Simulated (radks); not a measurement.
# Ionising iridium step by step, Ir²⁰⁺ to Ir³⁹⁺

How much does each further electron of iridium cost? Each ion is computed in its NIST ground configuration. The LB94 potential has no energy functional, so minus the highest eigenvalue is the estimate.

Program: radks (a radial shooting solver on a logarithmic mesh, Libxc functionals) version 1. Level of theory: scalar-relativistic Kohn-Sham, LB94 model potential, spin-polarised, spherical densities, finite nucleus; open shells are filled with parallel spins first. These are calculated values, not measurements, unless marked.

## 1. The system

* element: iridium (Z = 77)
* charges: 20 to 39
* first configuration: [Kr] 4d10 4f11
* last configuration: [Kr] 4d2

The outer shells:

Ir²⁰⁺
```
[Kr] core
4d [↑↓][↑↓][↑↓][↑↓][↑↓]
4f [↑↓][↑↓][↑↓][↑↓][↑ ][↑ ][↑ ]
```

Ir³⁹⁺
```
[Kr] core
4d [↑ ][↑ ][  ][  ][  ]
```

LB94 adds a gradient term to the LDA potential that gives it a −1/r tail. It is a model potential with no energy functional, so Etot and Exc are not given.

## 2. Ir²⁰⁺, [Kr] 4d10 4f11

Settings of this run:

```text
Z 77
configuration [Kr] 4d10 4f11
relativity scalar-relativistic
functional lda,pw
model_potential LB94
spin polarised
nucleus finite rms 5.4032 fm
c 137.035999084
```

## 3. Ir²¹⁺, [Kr] 4d10 4f10

Settings, as their differences from step 2:

```diff
@@ -1,3 +1,3 @@
 Z 77
-configuration [Kr] 4d10 4f11
+configuration [Kr] 4d10 4f10
 relativity scalar-relativistic
```

## 4. Ir²²⁺, [Kr] 4d10 4f9

Settings, as their differences from step 3:

```diff
@@ -1,3 +1,3 @@
 Z 77
-configuration [Kr] 4d10 4f10
+configuration [Kr] 4d10 4f9
 relativity scalar-relativistic
```

## 5. Ir²³⁺, [Kr] 4d10 4f8

Settings, as their differences from step 4:

```diff
@@ -1,3 +1,3 @@
 Z 77
-configuration [Kr] 4d10 4f9
+configuration [Kr] 4d10 4f8
 relativity scalar-relativistic
```

## 6. Ir²⁴⁺, [Kr] 4d10 4f7

Settings, as their differences from step 5:

```diff
@@ -1,3 +1,3 @@
 Z 77
-configuration [Kr] 4d10 4f8
+configuration [Kr] 4d10 4f7 5s0 5p0
 relativity scalar-relativistic
```

## 7. Ir²⁵⁺, [Kr] 4d10 4f6

Settings, as their differences from step 6:

```diff
@@ -1,3 +1,3 @@
 Z 77
-configuration [Kr] 4d10 4f7 5s0 5p0
+configuration [Kr] 4d10 4f6
 relativity scalar-relativistic
```

## 8. Ir²⁶⁺, [Kr] 4d10 4f5

Settings, as their differences from step 7:

```diff
@@ -1,3 +1,3 @@
 Z 77
-configuration [Kr] 4d10 4f6
+configuration [Kr] 4d10 4f5
 relativity scalar-relativistic
```

## 9. Ir²⁷⁺, [Kr] 4d10 4f4

Settings, as their differences from step 8:

```diff
@@ -1,3 +1,3 @@
 Z 77
-configuration [Kr] 4d10 4f5
+configuration [Kr] 4d10 4f4
 relativity scalar-relativistic
```

## 10. Ir²⁸⁺, [Kr] 4d10 4f3

Settings, as their differences from step 9:

```diff
@@ -1,3 +1,3 @@
 Z 77
-configuration [Kr] 4d10 4f4
+configuration [Kr] 4d10 4f3 5s0 5p0
 relativity scalar-relativistic
```

## 11. Ir²⁹⁺, [Kr] 4d10 4f2

Settings, as their differences from step 10:

```diff
@@ -1,3 +1,3 @@
 Z 77
-configuration [Kr] 4d10 4f3 5s0 5p0
+configuration [Kr] 4d10 4f2
 relativity scalar-relativistic
```

## 12. Ir³⁰⁺, [Kr] 4d10 4f1

Settings, as their differences from step 11:

```diff
@@ -1,3 +1,3 @@
 Z 77
-configuration [Kr] 4d10 4f2
+configuration [Kr] 4d10 4f1 5s0 5p0
 relativity scalar-relativistic
```

## 13. Ir³¹⁺, [Kr] 4d10

Settings, as their differences from step 12:

```diff
@@ -1,3 +1,3 @@
 Z 77
-configuration [Kr] 4d10 4f1 5s0 5p0
+configuration [Kr] 4d10
 relativity scalar-relativistic
```

## 14. Ir³²⁺, [Kr] 4d9

Settings, as their differences from step 13:

```diff
@@ -1,3 +1,3 @@
 Z 77
-configuration [Kr] 4d10
+configuration [Kr] 4d9
 relativity scalar-relativistic
```

## 15. Ir³³⁺, [Kr] 4d8

Settings, as their differences from step 14:

```diff
@@ -1,3 +1,3 @@
 Z 77
-configuration [Kr] 4d9
+configuration [Kr] 4d8
 relativity scalar-relativistic
```

## 16. Ir³⁴⁺, [Kr] 4d7

Settings, as their differences from step 15:

```diff
@@ -1,3 +1,3 @@
 Z 77
-configuration [Kr] 4d8
+configuration [Kr] 4d7 5s0 5p0
 relativity scalar-relativistic
```

## 17. Ir³⁵⁺, [Kr] 4d6

Settings, as their differences from step 16:

```diff
@@ -1,3 +1,3 @@
 Z 77
-configuration [Kr] 4d7 5s0 5p0
+configuration [Kr] 4d6 5s0 5p0
 relativity scalar-relativistic
```

## 18. Ir³⁶⁺, [Kr] 4d5

Settings, as their differences from step 17:

```diff
@@ -1,3 +1,3 @@
 Z 77
-configuration [Kr] 4d6 5s0 5p0
+configuration [Kr] 4d5
 relativity scalar-relativistic
```

## 19. Ir³⁷⁺, [Kr] 4d4

Settings, as their differences from step 18:

```diff
@@ -1,3 +1,3 @@
 Z 77
-configuration [Kr] 4d5
+configuration [Kr] 4d4
 relativity scalar-relativistic
```

## 20. Ir³⁸⁺, [Kr] 4d3

Settings, as their differences from step 19:

```diff
@@ -1,3 +1,3 @@
 Z 77
-configuration [Kr] 4d4
+configuration [Kr] 4d3
 relativity scalar-relativistic
```

## 21. Ir³⁹⁺, [Kr] 4d2

Settings, as their differences from step 20:

```diff
@@ -1,3 +1,3 @@
 Z 77
-configuration [Kr] 4d3
+configuration [Kr] 4d2
 relativity scalar-relativistic
```

**Question.** What will these runs give? Wanted: for each run, species; configuration; −ε(HOMO); NIST; error.

As calculated:

```
species   configuration  −ε(HOMO) (eV)      NIST (eV)  error (%)
  Ir²⁰⁺  [Kr] 4d10 4f11         558.63   560 (theory)       -0.2
  Ir²¹⁺  [Kr] 4d10 4f10         602.54   610 (theory)       -1.2
  Ir²²⁺   [Kr] 4d10 4f9         647.62   670 (theory)       -3.3
  Ir²³⁺   [Kr] 4d10 4f8         693.85   720 (theory)       -3.6
  Ir²⁴⁺   [Kr] 4d10 4f7         749.34   770 (theory)       -2.7
  Ir²⁵⁺   [Kr] 4d10 4f6         798.30   820 (theory)       -2.6
  Ir²⁶⁺   [Kr] 4d10 4f5         848.37   870 (theory)       -2.5
  Ir²⁷⁺   [Kr] 4d10 4f4         899.51   920 (theory)       -2.2
  Ir²⁸⁺   [Kr] 4d10 4f3         951.72   980 (theory)       -2.9
  Ir²⁹⁺   [Kr] 4d10 4f2         1005.0  1030 (theory)       -2.4
  Ir³⁰⁺   [Kr] 4d10 4f1         1059.3  1080 (theory)       -1.9
  Ir³¹⁺       [Kr] 4d10         1337.5  1331 (theory)       +0.5
  Ir³²⁺        [Kr] 4d9         1390.6  1381 (theory)       +0.7
  Ir³³⁺        [Kr] 4d8         1444.4  1436 (theory)       +0.6
  Ir³⁴⁺        [Kr] 4d7         1498.9  1493 (theory)       +0.4
  Ir³⁵⁺        [Kr] 4d6         1553.9  1548 (theory)       +0.4
  Ir³⁶⁺        [Kr] 4d5         1617.3  1603 (theory)       +0.9
  Ir³⁷⁺        [Kr] 4d4         1673.7  1684 (theory)       -0.6
  Ir³⁸⁺        [Kr] 4d3         1730.7  1739 (theory)       -0.5
  Ir³⁹⁺        [Kr] 4d2         1788.4  1801 (theory)       -0.7
```

In words: Reference values: NIST Atomic Spectra Database (exp. measured, semi-emp. semi-empirical, theory a theoretical value adopted there). The steepest step, after dividing by the final charge, comes at Ir³¹⁺ in [Kr] 4d10, where the value goes from 1059.3 to 1337.5 eV. There the highest level belongs to another shell. Open shells are spherical and high-spin; term and fine-structure splittings are not resolved. Spin-orbit splitting is averaged out at the scalar-relativistic level.
